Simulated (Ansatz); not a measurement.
# GeH₃Br + NH₃: a complex and its separated parts, part 1 of 2

The complex below is one end of an elementary step. How strongly is it bound against its free parts?

Method: PBE0-D4/def2-TZVP structures, single points in def2-TZVPP, no counterpoise correction; program: Ansatz 0.2.0, Gaussian basis.

Levels: SPW92, PBE-D4, BLYP-D4, r2SCAN-D4, B97M-V, PBE0-D4, B3LYP-D4, r2SCAN0-D4, BHLYP-D4, CAM-B3LYP-D4, wB97X-V, wB97M-V, B2PLYP, PBE-QIDH, RPA on PBE, Hartree-Fock, MP2, CCSD, CCSD(T).

Correlated methods freeze the cores. Filled d shells of the heavier atoms are correlated. B3LYP uses VWN-RPA correlation. B2PLYP carries no dispersion term here.

94 further runs of the same task are left out: 94 set aside as unsound or not needed. Runs told in other sessions of the task aren't counted.

### 1 Where the work starts

The complex: 9 atoms, charge 0, spin multiplicity 1.

Atoms are counted from 1 here; the program's logs count them from 0.

Bond lengths: Ge1–Br2 2.322 Å, Ge1–H3 1.527 Å, Ge1–H4 1.527 Å, Ge1–H5 1.539 Å, H6–N7 1.013 Å, N7–H8 1.013 Å, N7–H9 1.013 Å. Angles: Br2–Ge1–H3 108.3°, Br2–Ge1–H4 108.3°, Br2–Ge1–H5 104.2°, H3–Ge1–H4 114.1°, H3–Ge1–H5 110.7°, H4–Ge1–H5 110.7°, H6–N7–H8 107.4°, H6–N7–H9 106.6°, H8–N7–H9 107.5°.

As a file:

```xyz
9
charge 0, multiplicity 1
Ge   -0.3965    0.3612   -1.4657
Br    1.6578    1.3103   -0.9468
H    -0.2613   -1.1574   -1.3749
H    -1.4489    0.9505   -0.5287
H    -0.6573    0.7974   -2.9183
H     1.0108   -1.0567    1.4752
N     0.1421   -0.5432    1.5630
H    -0.4267   -1.0251    2.2485
H     0.3801    0.3630    1.9478
```

Its parts: GeH₃Br holds atoms 1, 2, 3, 4, 5; NH₃ holds atoms 6, 7, 8, 9. Each part counts its atoms afresh in its own runs.

### 2 Relaxing GeH₃Br alone

Input file relax-a/in.yaml:

```yaml
crystal:
  periodic: [false, false, false]
  atoms:
    - {symbol: Ge, position_ang: [-0.396541, 0.361210, -1.465718]}
    - {symbol: Br, position_ang: [1.657762, 1.310305, -0.946762]}
    - {symbol: H, position_ang: [-0.261263, -1.157375, -1.374884]}
    - {symbol: H, position_ang: [-1.448881, 0.950530, -0.528670]}
    - {symbol: H, position_ang: [-0.657320, 0.797427, -2.918293]}
basis:
  gaussian: {orbitals: def2-TZVP}
hamiltonian: {xc: pbe0, dispersion: d4}
relax: {f_tol: 0.005, max_steps: 200}
```

Launch:

```bash
> ansatz run in.yaml --threads 4 --pin off --events-out ev --progress --plain --max-ram 9574MiB
```

The log of the run (excerpt; [...] marks lines left out):

```text
Functional definition: PBE0
  name "PBE0"
  cite "Adamo & Barone, J. Chem. Phys. 110, 6158 (1999) doi:10.1063/1.478522"
  cite "Perdew, Burke & Ernzerhof, Phys. Rev. Lett. 77, 3865 (1996) doi:10.1103/PhysRevLett.77.3865"
  parent pbe
[...]
946 factors; their error is unknown
[...]
mean field -126599.06610920 eV, -4652.4298675841 hartree, gradient 9.0e-6 eV, S^2 0.000000; 0 other end points of the search recorded, 0 dependent functions left out
[...]
reference -126599.06613518 eV, -4652.4298685386 hartree; 35, 35 occupied and 79, 79 virtual orbitals, 946 factors
[...]
reference -126599.07702205 eV, -4652.4302686240 hartree; 35, 35 occupied and 79, 79 virtual orbitals, 946 factors
Total energy: -126599.14438361 eV, -4652.4327441156 hartree
Atom 0 at    -0.389092     0.376873    -1.494240 Å, force    -0.002920    -0.001842     0.000489 eV/Å
Atom 1 at     1.650373     1.295791    -0.920979 Å, force    -0.000446     0.000427    -0.001685 eV/Å
Atom 2 at    -0.254708    -1.142871    -1.358276 Å, force    -0.000391     0.002089    -0.000483 eV/Å
Atom 3 at    -1.428995     0.941386    -0.521566 Å, force     0.001223    -0.000772    -0.001629 eV/Å
Atom 4 at    -0.683820     0.790918    -2.939266 Å, force     0.002535     0.000098     0.003308 eV/Å
Dipole moment:    -0.348398    -0.156932    -0.098043 e Å
```

It took 5.5 s on 4 threads of Arm Neoverse V1, shared host.

Along the way:

| step | energy from step 1 (eV) | largest force component (eV/Å) |
| --- | --- | --- |
| 1 | 0.0000 | 0.3748 |
| 2 | -0.0090 | 0.0576 |
| 3 | -0.0110 | 0.0033 |

Close pairs (by a distance rule), those that changed most:

| bond | before (Å) | after (Å) | change (Å) |
| --- | --- | --- | --- |
| Ge1–Br2 | 2.322 | 2.309 | -0.012 |
| Ge1–H5 | 1.539 | 1.532 | -0.007 |
| Ge1–H3 | 1.527 | 1.532 | +0.004 |
| Ge1–H4 | 1.527 | 1.532 | +0.004 |

### 3 Relaxing NH₃ alone

Input file relax-b/in.yaml:

```yaml
crystal:
  periodic: [false, false, false]
  atoms:
    - {symbol: H, position_ang: [1.010782, -1.056687, 1.475206]}
    - {symbol: N, position_ang: [0.142101, -0.543218, 1.562989]}
    - {symbol: H, position_ang: [-0.426724, -1.025111, 2.248478]}
    - {symbol: H, position_ang: [0.380084, 0.363018, 1.947756]}
basis:
  gaussian: {orbitals: def2-TZVP}
hamiltonian: {xc: pbe0, dispersion: d4}
relax: {f_tol: 0.005, max_steps: 200}
```

Launch:

```bash
> ansatz run in.yaml --threads 4 --pin off --events-out ev --progress --plain --max-ram 9574MiB
```

The log of the run (excerpt; [...] marks lines left out):

```text
[... 5 set-up lines as earlier in the session ...]
[...]
287 factors; their error is unknown
[...]
mean field -1537.79895708 eV, -56.5130693151 hartree, gradient 4.7e-6 eV, S^2 0.000000; 0 other end points of the search recorded, 0 dependent functions left out
[...]
Total energy: -1537.80844353 eV, -56.5134179357 hartree
Atom 0 at     1.009532    -1.060180     1.475445 Å, force     0.000119    -0.000059     0.000151 eV/Å
Atom 1 at     0.143769    -0.542117     1.561183 Å, force    -0.000275     0.000047    -0.000509 eV/Å
Atom 2 at    -0.423650    -1.023203     2.248116 Å, force     0.000079    -0.000022     0.000175 eV/Å
Atom 3 at     0.376592     0.363502     1.949685 Å, force     0.000076     0.000034     0.000183 eV/Å
Dipole moment:     0.166160    -0.029259     0.309600 e Å
```

Wall time 0.85 s (4 threads of Arm Neoverse V1, shared host).

Along the way:

| step | energy from step 1 (eV) | largest force component (eV/Å) |
| --- | --- | --- |
| 1 | 0.0000 | 0.0573 |
| 2 | -0.0003 | 0.0320 |
| 3 | -0.0004 | 0.0113 |
| 4 | -0.0004 | 0.0005 |

Close pairs (by a distance rule), those that changed most:

| bond | before (Å) | after (Å) | change (Å) |
| --- | --- | --- | --- |
| H1–N2 | 1.013 | 1.013 | -0.000 |
| N2–H4 | 1.013 | 1.013 | -0.000 |
| N2–H3 | 1.013 | 1.013 | -0.000 |

### 4 SPW92/def2-TZVPP

Input file parta/in.yaml:

```yaml
crystal:
  periodic: [false, false, false]
  atoms:
    - {symbol: Ge, position_ang: [-0.389092, 0.376873, -1.494240]}
    - {symbol: Br, position_ang: [1.650373, 1.295791, -0.920979]}
    - {symbol: H, position_ang: [-0.254708, -1.142871, -1.358276]}
    - {symbol: H, position_ang: [-1.428995, 0.941386, -0.521566]}
    - {symbol: H, position_ang: [-0.683820, 0.790918, -2.939266]}
basis:
  gaussian: {orbitals: def2-TZVPP}
hamiltonian: {xc: lda}
```

Input file partb/in.yaml:

```yaml
crystal:
  periodic: [false, false, false]
  atoms:
    - {symbol: H, position_ang: [1.009532, -1.060180, 1.475445]}
    - {symbol: N, position_ang: [0.143769, -0.542117, 1.561183]}
    - {symbol: H, position_ang: [-0.423650, -1.023203, 2.248116]}
    - {symbol: H, position_ang: [0.376592, 0.363502, 1.949685]}
basis:
  gaussian: {orbitals: def2-TZVPP}
hamiltonian: {xc: lda}
```

The same command starts each run, in its folder.

Launch:

```bash
> ansatz run in.yaml --threads 4 --pin off --events-out ev --progress --plain --max-ram 9574MiB
```

Log of parta (excerpt; [...] marks lines left out):

```text
Functional definition: SPW92
  name "SPW92"
  cite "Dirac, Proc. Camb. Phil. Soc. 26, 376 (1930) doi:10.1017/S0305004100016108"
  cite "Slater, Phys. Rev. 81, 385 (1951) doi:10.1103/PhysRev.81.385"
  cite "Perdew & Wang, Phys. Rev. B 45, 13244 (1992) doi:10.1103/PhysRevB.45.13244"
[...]
911 factors; their error is unknown
[...]
mean field -126430.65544401 eV, -4646.2408897910 hartree, gradient 5.0e-5 eV, S^2 0.000000; 0 other end points of the search recorded, 0 dependent functions left out
reference -126430.65547644 eV, -4646.2408909828 hartree; 35, 35 occupied and 103, 103 virtual orbitals, 911 factors
Total energy: -126430.65547644 eV, -4646.2408909828 hartree
```

partb printed (excerpt; [...] marks lines left out):

```text
[... 5 set-up lines as earlier in the session ...]
[...]
332 factors; their error is unknown
[...]
mean field -1526.58938128 eV, -56.1011250026 hartree, gradient 8.6e-5 eV, S^2 0.000000; 0 other end points of the search recorded, 0 dependent functions left out
reference -1526.58940068 eV, -56.1011257155 hartree; 5, 5 occupied and 68, 68 virtual orbitals, 332 factors
Total energy: -1526.58940068 eV, -56.1011257155 hartree
```

They took 0.5 s (parta), 0.15 s (partb) on 4 threads of Arm Neoverse V1, shared host.

### 5 PBE-D4/def2-TZVPP

Each input of step 4 (parta, partb) changes in the same lines:

```diff
-hamiltonian: {xc: lda}
+hamiltonian: {xc: pbe, dispersion: d4}
```

The same command starts each run, in its folder.

Launch:

```bash
> ansatz run in.yaml --threads 4 --pin off --events-out ev --progress --plain --max-ram 9574MiB
```

parta printed (excerpt; [...] marks lines left out):

```text
Functional definition: PBE
  name "PBE"
[... 2 set-up lines as earlier in the session ...]
[...]
911 factors; their error is unknown
[...]
mean field -126595.04034223 eV, -4652.2819233765 hartree, gradient 2.8e-5 eV, S^2 0.000000; 0 other end points of the search recorded, 0 dependent functions left out
reference -126595.04037691 eV, -4652.2819246512 hartree; 35, 35 occupied and 103, 103 virtual orbitals, 911 factors
Total energy: -126595.12046513 eV, -4652.2848678390 hartree
```

Output in partb (excerpt; [...] marks lines left out):

```text
[... 4 set-up lines as earlier in the session ...]
[...]
332 factors; their error is unknown
[...]
mean field -1537.73151726 eV, -56.5105909476 hartree, gradient 5.9e-5 eV, S^2 0.000000; 0 other end points of the search recorded, 0 dependent functions left out
reference -1537.73153761 eV, -56.5105916954 hartree; 5, 5 occupied and 68, 68 virtual orbitals, 332 factors
Total energy: -1537.74291545 eV, -56.5110098230 hartree
```

Times: 0.85 s (parta), 0.2 s (partb) on 4 threads of Arm Neoverse V1, shared host.

### 6 BLYP-D4/def2-TZVPP

The same edit goes into each in.yaml of step 5 (parta, partb):

```diff
-hamiltonian: {xc: pbe, dispersion: d4}
+hamiltonian: {xc: {name: BLYP}, dispersion: d4}
```

The same command starts each run, in its folder.

Launch:

```bash
> ansatz run in.yaml --threads 4 --pin off --events-out ev --progress --plain --max-ram 9574MiB
```

parta printed (excerpt; [...] marks lines left out):

```text
Functional definition: BLYP
  name "BLYP"
  cite "Becke, Phys. Rev. A 38, 3098 (1988) doi:10.1103/PhysRevA.38.3098"
  cite "Lee, Yang & Parr, Phys. Rev. B 37, 785 (1988) doi:10.1103/PhysRevB.37.785"
[...]
911 factors; their error is unknown
[...]
mean field -126616.35210308 eV, -4653.0651161424 hartree, gradient 3.6e-5 eV, S^2 0.000000; 0 other end points of the search recorded, 0 dependent functions left out
reference -126616.35241234 eV, -4653.0651275075 hartree; 35, 35 occupied and 103, 103 virtual orbitals, 911 factors
Total energy: -126616.52620373 eV, -4653.0715142231 hartree
```

partb printed (excerpt; [...] marks lines left out):

```text
[... 4 set-up lines as earlier in the session ...]
[...]
332 factors; their error is unknown
[...]
mean field -1539.10790823 eV, -56.5611723825 hartree, gradient 5.6e-5 eV, S^2 0.000000; 0 other end points of the search recorded, 0 dependent functions left out
reference -1539.10809380 eV, -56.5611792023 hartree; 5, 5 occupied and 68, 68 virtual orbitals, 332 factors
Total energy: -1539.13554286 eV, -56.5621879367 hartree
```

Times: 0.9 s (parta), 0.2 s (partb) on 4 threads of Arm Neoverse V1, shared host.

### 7 r2SCAN-D4/def2-TZVPP

Each input of step 6 (parta, partb) changes in the same lines:

```diff
-hamiltonian: {xc: {name: BLYP}, dispersion: d4}
+hamiltonian: {xc: r2scan, dispersion: d4}
```

One command serves all of them, each in its own folder.

Launch:

```bash
> ansatz run in.yaml --threads 4 --pin off --events-out ev --progress --plain --max-ram 9574MiB
```

Output in parta (excerpt; [...] marks lines left out):

```text
Functional definition: r2SCAN
  name "r2SCAN"
  cite "Furness, Kaplan, Ning, Perdew & Sun, J. Phys. Chem. Lett. 11, 8208 (2020) doi:10.1021/acs.jpclett.0c02405"
  cite "Furness, Kaplan, Ning, Perdew & Sun, J. Phys. Chem. Lett. 11, 9248 (2020) doi:10.1021/acs.jpclett.0c03077"
  parent r2scan
[...]
911 factors; their error is unknown
[...]
mean field -126613.70248795 eV, -4652.9677445822 hartree, gradient 2.2e-5 eV, S^2 0.000000; 0 other end points of the search recorded, 0 dependent functions left out
reference -126613.70249742 eV, -4652.9677449301 hartree; 35, 35 occupied and 103, 103 virtual orbitals, 911 factors
Total energy: -126613.71940634 eV, -4652.9683663216 hartree
```

partb printed (excerpt; [...] marks lines left out):

```text
[... 5 set-up lines as earlier in the session ...]
[...]
332 factors; their error is unknown
[...]
mean field -1538.76469727 eV, -56.5485596125 hartree, gradient 3.1e-5 eV, S^2 0.000000; 0 other end points of the search recorded, 0 dependent functions left out
reference -1538.76470373 eV, -56.5485598498 hartree; 5, 5 occupied and 68, 68 virtual orbitals, 332 factors
Total energy: -1538.76741665 eV, -56.5486595480 hartree
```

Times: 2.1 s (parta), 0.55 s (partb) on 4 threads of Arm Neoverse V1, shared host.

### 8 B97M-V/def2-TZVPP

Each input of step 7 (parta, partb) changes in the same lines:

```diff
-hamiltonian: {xc: r2scan, dispersion: d4}
+hamiltonian: {xc: {name: B97M-V}}
```

Each run has its own folder and the same command.

Launch:

```bash
> ansatz run in.yaml --threads 4 --pin off --events-out ev --progress --plain --max-ram 9574MiB
```

Log of parta (excerpt; [...] marks lines left out):

```text
Functional definition: B97M-V
  name "B97M-V"
  cite "Mardirossian & Head-Gordon, J. Chem. Phys. 142, 074111 (2015) doi:10.1063/1.4907719"
  cite "Becke, J. Chem. Phys. 107, 8554 (1997) doi:10.1063/1.475007"
  cite "Vydrov & Van Voorhis, J. Chem. Phys. 133, 244103 (2010) doi:10.1063/1.3521275"
  # Of w^i u^j: cxij and so on, Table III.
[...]
  gx(w, u) = cx00 + cx01*u + cx02*u^2 + (cx10 + cx11*u)*w
[...]
  gos(w, u) = cos00 + cos01*u + cos03*u^3 + cos10*w + cos32*w^3*u^2
[...]
      + integral(e_c_pw_mod_opposite_spin*gos(b97_w_opposite, b97_u_opposite)) + vv10(b, c)
911 factors; their error is unknown
[...]
mean field -126591.32022001 eV, -4652.1452114066 hartree, gradient 3.6e-5 eV, S^2 0.000000; 0 other end points of the search recorded, 0 dependent functions left out
reference -126591.32026730 eV, -4652.1452131444 hartree; 35, 35 occupied and 103, 103 virtual orbitals, 911 factors
Total energy: -126591.32026730 eV, -4652.1452131444 hartree
```

Log of partb (excerpt; [...] marks lines left out):

```text
[... 5 set-up lines as earlier in the session ...]
  # Of w^i u^j: cxij and so on, Table III.
[...]
  gx(w, u) = cx00 + cx01*u + cx02*u^2 + (cx10 + cx11*u)*w
[...]
  gos(w, u) = cos00 + cos01*u + cos03*u^3 + cos10*w + cos32*w^3*u^2
[...]
      + integral(e_c_pw_mod_opposite_spin*gos(b97_w_opposite, b97_u_opposite)) + vv10(b, c)
332 factors; their error is unknown
[...]
mean field -1539.38743036 eV, -56.5714446315 hartree, gradient 4.5e-5 eV, S^2 0.000000; 0 other end points of the search recorded, 0 dependent functions left out
reference -1539.38746319 eV, -56.5714458378 hartree; 5, 5 occupied and 68, 68 virtual orbitals, 332 factors
Total energy: -1539.38746319 eV, -56.5714458378 hartree
```

They took 3.7 s (parta), 0.6 s (partb) on 4 threads of Arm Neoverse V1, shared host.

### 9 PBE0-D4/def2-TZVPP

The same edit goes into each in.yaml of step 8 (parta, partb):

```diff
-hamiltonian: {xc: {name: B97M-V}}
+hamiltonian: {xc: pbe0, dispersion: d4}
+output: {orbitals: {seedname: orbitals}}
```

One command serves all of them, each in its own folder.

Launch:

```bash
> ansatz run in.yaml --threads 4 --pin off --events-out ev --progress --plain --max-ram 9574MiB
```

parta printed (excerpt; [...] marks lines left out):

```text
[... 5 set-up lines as earlier in the session ...]
[...]
991 factors; their error is unknown
[...]
mean field -126599.09655063 eV, -4652.4309862860 hartree, gradient 6.2e-5 eV, S^2 0.000000; 0 other end points of the search recorded, 0 dependent functions left out
reference -126599.09657677 eV, -4652.4309872467 hartree; 35, 35 occupied and 103, 103 virtual orbitals, 991 factors
Total energy: -126599.16393833 eV, -4652.4334627384 hartree
```

Log of partb (excerpt; [...] marks lines left out):

```text
[... 5 set-up lines as earlier in the session ...]
[...]
332 factors; their error is unknown
[...]
mean field -1537.87183991 eV, -56.5157477096 hartree, gradient 8.3e-6 eV, S^2 0.000000; 0 other end points of the search recorded, 0 dependent functions left out
reference -1537.87185582 eV, -56.5157482944 hartree; 5, 5 occupied and 68, 68 virtual orbitals, 332 factors
Total energy: -1537.88097150 eV, -56.5160832893 hartree
```

They took 1.3 s (parta), 0.2 s (partb) on 4 threads of Arm Neoverse V1, shared host.

### 10 B3LYP-D4/def2-TZVPP

Each input of step 9 (parta, partb) changes in the same lines:

```diff
-hamiltonian: {xc: pbe0, dispersion: d4}
-output: {orbitals: {seedname: orbitals}}
+hamiltonian: {xc: {name: B3LYP}, dispersion: d4}
```

One command serves all of them, each in its own folder.

Launch:

```bash
> ansatz run in.yaml --threads 4 --pin off --events-out ev --progress --plain --max-ram 9574MiB
```

Log of parta (excerpt; [...] marks lines left out):

```text
Functional definition: B3LYP
  name "B3LYP"
  cite "Stephens, Devlin, Chabalowski & Frisch, J. Phys. Chem. 98, 11623 (1994) doi:10.1021/j100096a001"
[... 2 set-up lines as earlier in the session ...]
  cite "Vosko, Wilk & Nusair, Can. J. Phys. 58, 1200 (1980) doi:10.1139/p80-159"
[...]
979 factors; their error is unknown
[...]
mean field -126616.56179005 eV, -4653.0728219964 hartree, gradient 8.1e-5 eV, S^2 0.000000; 0 other end points of the search recorded, 0 dependent functions left out
reference -126616.56202260 eV, -4653.0728305423 hartree; 35, 35 occupied and 103, 103 virtual orbitals, 979 factors
Total energy: -126616.69413630 eV, -4653.0776856311 hartree
```

partb printed (excerpt; [...] marks lines left out):

```text
[... 6 set-up lines as earlier in the session ...]
[...]
332 factors; their error is unknown
[...]
mean field -1539.85469654 eV, -56.5886163469 hartree, gradient 1.7e-5 eV, S^2 0.000000; 0 other end points of the search recorded, 0 dependent functions left out
reference -1539.85483616 eV, -56.5886214778 hartree; 5, 5 occupied and 68, 68 virtual orbitals, 332 factors
Total energy: -1539.87289682 eV, -56.5892851946 hartree
```

Wall times: 1.3 s (parta), 0.25 s (partb) on 4 threads of Arm Neoverse V1, shared host.

### 11 r2SCAN0-D4/def2-TZVPP

Each input of step 10 (parta, partb) changes in the same lines:

```diff
-hamiltonian: {xc: {name: B3LYP}, dispersion: d4}
+hamiltonian: {xc: {name: r2SCAN0}, dispersion: d4}
```

The same command starts each run, in its folder.

Launch:

```bash
> ansatz run in.yaml --threads 4 --pin off --events-out ev --progress --plain --max-ram 9574MiB
```

Output in parta (excerpt; [...] marks lines left out):

```text
Functional definition: r2SCAN0
  name "r2SCAN0"
  cite "Bursch, Neugebauer, Ehlert & Grimme, J. Chem. Phys. 156, 134105 (2022) doi:10.1063/5.0086040"
[... 3 set-up lines as earlier in the session ...]
[...]
991 factors; their error is unknown
[...]
mean field -126613.19327681 eV, -4652.9490314181 hartree, gradient 5.2e-5 eV, S^2 0.000000; 0 other end points of the search recorded, 0 dependent functions left out
reference -126613.19328436 eV, -4652.9490316954 hartree; 35, 35 occupied and 103, 103 virtual orbitals, 991 factors
Total energy: -126613.21415763 eV, -4652.9497987738 hartree
```

Log of partb (excerpt; [...] marks lines left out):

```text
[... 6 set-up lines as earlier in the session ...]
[...]
332 factors; their error is unknown
[...]
mean field -1538.56924828 eV, -56.5413769946 hartree, gradient 3.9e-5 eV, S^2 0.000000; 0 other end points of the search recorded, 0 dependent functions left out
reference -1538.56925337 eV, -56.5413771815 hartree; 5, 5 occupied and 68, 68 virtual orbitals, 332 factors
Total energy: -1538.57225465 eV, -56.5414874768 hartree
```

Times: 2.5 s (parta), 0.55 s (partb) on 4 threads of Arm Neoverse V1, shared host.

### 12 BHLYP-D4/def2-TZVPP

The same edit goes into each in.yaml of step 11 (parta, partb):

```diff
-hamiltonian: {xc: {name: r2SCAN0}, dispersion: d4}
+hamiltonian: {xc: {name: BHLYP}, dispersion: d4}
```

Each run has its own folder and the same command.

Launch:

```bash
> ansatz run in.yaml --threads 4 --pin off --events-out ev --progress --plain --max-ram 9574MiB
```

parta printed (excerpt; [...] marks lines left out):

```text
Functional definition: BHLYP
  name "BHLYP"
  cite "Becke, J. Chem. Phys. 98, 1372 (1993) doi:10.1063/1.464304"
[... 2 set-up lines as earlier in the session ...]
[...]
1092 factors; their error is unknown
[...]
mean field -126613.62181317 eV, -4652.9647798387 hartree, gradient 2.7e-5 eV, S^2 0.000000; 0 other end points of the search recorded, 0 dependent functions left out
reference -126613.62197174 eV, -4652.9647856662 hartree; 35, 35 occupied and 103, 103 virtual orbitals, 1092 factors
Total energy: -126613.73989118 eV, -4652.9691191254 hartree
```

partb printed (excerpt; [...] marks lines left out):

```text
[... 5 set-up lines as earlier in the session ...]
[...]
346 factors; their error is unknown
[...]
mean field -1538.73563470 eV, -56.5474915828 hartree, gradient 7.6e-5 eV, S^2 0.000000; 0 other end points of the search recorded, 0 dependent functions left out
reference -1538.73573135 eV, -56.5474951346 hartree; 5, 5 occupied and 68, 68 virtual orbitals, 346 factors
Total energy: -1538.74643140 eV, -56.5478883543 hartree
```

Wall times: 1.3 s (parta), 0.25 s (partb) on 4 threads of Arm Neoverse V1, shared host.

(Continued in part 2 of 2.)
